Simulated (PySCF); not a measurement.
# C6H8OSi: the cost of one run

Programs: PySCF 2.14.0, with routines of our own; each step states its level. All values are computed. Atoms count from 0.

### Step 1. The system as given

16 atoms, charge 0, multiplicity 1; geometry from: GFN2-xTB.

### Step 2. Optimising the geometry at PBE/def2-SV(P)

The job: settings as JSON, then the geometry in Å.

```
{"job": {"xc": "PBE", "basis": "def2-SV(P)", "grid": 1, "kind": "geom"}, "charge": 0, "multiplicity": 1}
C     -2.556073    -0.016661    -0.463640
C     -1.525156     0.085107     0.637374
O     -1.841188     0.213218     1.805675
C     -0.119594     0.025139     0.266767
C      0.408649    -0.113340    -0.967325
C      1.856021    -0.140955    -1.036340
C      2.507149    -0.025783     0.130437
Si     1.266942     0.142764     1.553982
H     -2.415791     0.793349    -1.176198
H     -3.554739     0.043845    -0.038914
H     -2.442650    -0.962303    -0.989579
H     -0.168812    -0.202251    -1.877312
H      2.340903    -0.249304    -1.997081
H      3.582692    -0.034700     0.185923
H      1.310220    -0.995175     2.466621
H      1.343830     1.445995     2.206298
```

On the command line:

```sh
$ OMP_NUM_THREADS=1 python excited_run.py task.json out
```

The driver reads the jobs from task.json and runs them one after another.

**Question.** How long does this first job take on 1 thread of Intel Xeon at 2.70GHz, shared host, and how much memory does it need?

About 2 min, with a peak of 0.58 GiB.
